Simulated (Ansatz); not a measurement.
**AsH4NSi: one species, many methods**

One table from this session's results is given with a row withheld; the runs are named, their logs left out.

Method: functionals in def2-TZVPP, the program's frozen cores in correlated methods; program: Ansatz 0.2.0, Gaussian basis.

Plan: LDA (SPW92), PBE-D4, revPBE-D4, BLYP-D4, r2SCAN-D4, B97M-V, PBE0-D4, B3LYP-D4, r2SCANh-D4, r2SCAN0-D4, HSE06-D4, BHLYP-D4, CAM-B3LYP-D4, LC-ωPBE, ωB97X-V, ωB97M-V, B2PLYP, PBE-QIDH; CCSD(T)/def2-SVP; CCSD(T)/def2-TZVPP; MP2/def2-QZVPP; extrapolation to the limit; RPA on PBE.

**The relaxed structure**

An earlier PBE0-D4 in a triple-zeta def2 set relaxation fixed the geometry.

SMILES `N1[SiH2][AsH]1`, 7 atoms, charge 0, spin multiplicity 1.

Atoms are counted from 1 here; the program's logs count them from 0.

Bond lengths: N1–Si2 1.719 Å, N1–As3 1.953 Å, N1–H4 1.009 Å, Si2–As3 2.291 Å, Si2–H5 1.483 Å, Si2–H6 1.479 Å, As3–H7 1.529 Å. Angles: Si2–N1–As3 76.9°, Si2–N1–H4 125.3°, As3–N1–H4 114.2°, N1–Si2–As3 56.1°, N1–Si2–H5 120.1°, N1–Si2–H6 115.3°, As3–Si2–H5 117.7°, As3–Si2–H6 124.2°, H5–Si2–H6 112.3°, N1–As3–Si2 47.0°, N1–As3–H7 93.7°, Si2–As3–H7 95.8°.

The first run:

in.yaml

```yaml
crystal:
  periodic: [false, false, false]
  atoms:
    - {symbol: N, position_ang: [-0.754549, -0.721490, 0.018475]}
    - {symbol: Si, position_ang: [-0.048169, 0.844806, -0.021899]}
    - {symbol: As, position_ang: [1.096902, -1.083960, -0.485934]}
    - {symbol: H, position_ang: [-1.438275, -1.070612, -0.636961]}
    - {symbol: H, position_ang: [-0.339056, 1.762921, -1.149921]}
    - {symbol: H, position_ang: [0.002318, 1.549306, 1.277835]}
    - {symbol: H, position_ang: [1.542131, -1.348970, 0.952704]}
basis:
  gaussian: {orbitals: def2-TZVPP}
hamiltonian: {xc: lda}
output: {orbitals: {seedname: orbitals}}
```

On the command line:

```
$ ansatz run in.yaml --threads 2 --pin off --events-out ev --progress --plain --max-ram 4352MiB
```

Among the steps run: LDA; PBE-D4 (GGA); revPBE-D4 (GGA); BLYP-D4 (GGA); r2SCAN-D4 (meta-GGA); B97M-V (meta-GGA); PBE0-D4 (hybrid); B3LYP-D4 (hybrid); r2SCANh-D4 (hybrid); r2SCAN0-D4 (hybrid); HSE06-D4 (hybrid); BHLYP-D4 (hybrid); CAM-B3LYP-D4 (range-separated); LC-ωPBE (range-separated); ωB97X-V (range-separated); ωB97M-V (range-separated); B2PLYP (double hybrid); PBE-QIDH (double hybrid).

One of the session's tables, all rows but one given; the rest of the session is left out.

It belongs to the step «Orbital energies across the functionals». 

```
  functional  HOMO (eV)  gap (eV)
 LDA (SPW92)      -5.89      4.19
      PBE-D4      -5.75      4.24
   revPBE-D4      -5.70      4.27
     BLYP-D4      -5.58      4.19
   r2SCAN-D4      -6.01      4.69
      B97M-V      -6.05      4.71
     PBE0-D4      -6.89      6.22
    B3LYP-D4      -6.66      5.78
  r2SCANh-D4      -6.43      5.42
  r2SCAN0-D4      -7.06      6.48
    HSE06-D4      -6.50      5.45
    BHLYP-D4      -7.82      8.04
CAM-B3LYP-D4      -8.12      8.46
     LC-ωPBE          ?         ?
     ωB97X-V      -9.10     10.43
     ωB97M-V      -8.95     10.06
```

Estimate the missing values for LC-ωPBE.

As computed: HOMO (eV): -9.43; gap (eV): 10.83. In the column «HOMO (eV)» it is the lowest.
